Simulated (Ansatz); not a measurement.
# Mn3Sn: the cost of one run

All numbers are computed with Ansatz 0.2.0 through its Python package. Level of theory: DFT mr2scan, plane waves, norm-conserving potentials.

**1. Starting point**

Symmetry: P6_3/mmc, No. 194, hexagonal system. Conventional cell: a = 5.670 Å, b = 5.670 Å, c = 4.530 Å, α = 90.00°, β = 90.00°, γ = 120.00°. Mn (site symmetry mm2) has 4 Sn at 2.79 to 2.84 Å and 8 Mn at 2.80 to 2.84 Å as nearest neighbours. Around Sn (site symmetry -6m2) lie 12 Mn at 2.79 to 2.84 Å.

No structure file is read: the coordinates are typed or built in the script.

**2. The script**

Input file mn3sn.py:

```python
import ansatz as az
import numpy as np

MIXING_BETA = 0.1
MESH = (4, 4, 5)
SCF_TOL = 1e-05
FUNCTIONAL = "mr2scan"
SMEARING_WIDTH = 0.05


def count_gap(report):
    # lowest empty less highest filled band, counting bands; zero where they overlap
    return max(report.get("gap_by_band_count_ev") or 0.0, 0.0)

CELL = [
    [5.67, 0.0, 0.0],
    [-2.835, 4.910364, 0.0],
    [0.0, 0.0, 4.53],
]
ATOMS = [
    ("Mn", [0.833, 0.666, 0.25]),
    ("Mn", [0.167, 0.833, 0.75]),
    ("Mn", [0.334, 0.167, 0.25]),
    ("Mn", [0.167, 0.334, 0.75]),
    ("Mn", [0.833, 0.167, 0.25]),
    ("Mn", [0.666, 0.833, 0.75]),
    ("Sn", [1 / 3, 2 / 3, 0.25]),
    ("Sn", [2 / 3, 1 / 3, 0.75]),
]


def ordered(moments):
    crystal = az.Crystal(lattice=az.Lattice.of(CELL))
    for (symbol, position), moment in zip(ATOMS, moments):
        crystal = crystal.atom(symbol, position, moment=moment or None)
    return crystal

orders = {
    "FM": [3.2, 3.2, 3.2, 3.2, 3.2, 3.2, 0, 0],
    "AFM": [3.2, 3.2, 3.2, -3.2, -3.2, -3.2, 0, 0],
    "AFM-alternating": [3.2, -3.2, 3.2, -3.2, 3.2, -3.2, 0, 0],
    "ferri": [3.2, 3.2, 3.2, 3.2, 3.2, -3.2, 0, 0],
}

rows = []
for label, moments in orders.items():
    calc = (
        ordered(moments).calculation()
        .mixing("broyden", beta=MIXING_BETA)
        .kpoints(*MESH, shift=0.5)
        .scf(tolerance=SCF_TOL)
        .functional(FUNCTIONAL)
        .accuracy("low")
        .occupations(az.OccupationsMethod.FERMI_DIRAC, width=SMEARING_WIDTH)
        .pseudopotentials("nc")
        .spin("collinear")
        .band_table()
    )
    summary = calc.run().report
    rows.append((label, summary["free_energy_ev"], summary["magnetization_mub"], summary["absolute_magnetization_mub"], max(abs(m) for m in summary["site_moments_mub"]), count_gap(summary)))
    print(label, "site moments:", [round(m, 2) for m in summary["site_moments_mub"]])

plain = (
    ordered([0] * len(ATOMS)).calculation()
    .mixing("broyden", beta=MIXING_BETA)
    .kpoints(*MESH, shift=0.5)
    .scf(tolerance=SCF_TOL)
    .functional(FUNCTIONAL)
    .accuracy("low")
    .occupations(az.OccupationsMethod.FERMI_DIRAC, width=SMEARING_WIDTH)
    .pseudopotentials("nc")
    .band_table()
)
summary = plain.run().report
rows.append(("NM", summary["free_energy_ev"], 0.0, 0.0, 0.0, count_gap(summary)))

lowest = min(row[1] for row in rows)
rows = [(row[0], 1000 * (row[1] - lowest) / 6, *row[2:]) for row in sorted(rows, key=lambda row: row[1])]
for row in rows:
    print("; ".join(f"{name} = {round(v, 4) if isinstance(v, float) else v}" for name, v in zip(["order", "meV/magnetic atom", "net muB", "absolute muB", "largest site muB", "gap by band count eV"], row)))
print("lowest of these starts:", rows[0][0])
```

**3. The input behind the calls**

The engine receives this input (first run):

```yaml
crystal:
  lattice:
    - [5.67, 0.0, 0.0]
    - [-2.835, 4.910364, 0.0]
    - [0.0, 0.0, 4.53]
  atoms:
    - { symbol: Mn, position: [0.833, 0.666, 0.25], spin: 3.2 }
    - { symbol: Mn, position: [0.167, 0.833, 0.75], spin: 3.2 }
    - { symbol: Mn, position: [0.334, 0.167, 0.25], spin: 3.2 }
    - { symbol: Mn, position: [0.167, 0.334, 0.75], spin: 3.2 }
    - { symbol: Mn, position: [0.833, 0.167, 0.25], spin: 3.2 }
    - { symbol: Mn, position: [0.666, 0.833, 0.75], spin: 3.2 }
    - { symbol: Sn, position: [0.3333333333333333, 0.6666666666666666, 0.25] }
    - { symbol: Sn, position: [0.6666666666666666, 0.3333333333333333, 0.75] }
accuracy: low
kpoints:
  mp_grid:
    grid: [4, 4, 5]
    shift: [0.5, 0.5, 0.5]
hamiltonian:
  xc: mr2scan
  pseudopotentials:
    kind: nc
magnetization:
  spin_polarized: true
scf:
  convergence:
    dr2_threshold: 1.0e-05
  mixing:
    algorithm: broyden
    beta: 0.1
  occupations:
    method: fermi_dirac
    width: 0.05
output:
  eigenvalues: true
```

**4. The run**

The run is started by

```
> python mn3sn.py
```

Q: Estimate wall time and peak memory on 1 thread of Arm Neoverse V2, shared host.

About 30 min, with a peak of 2 GiB.
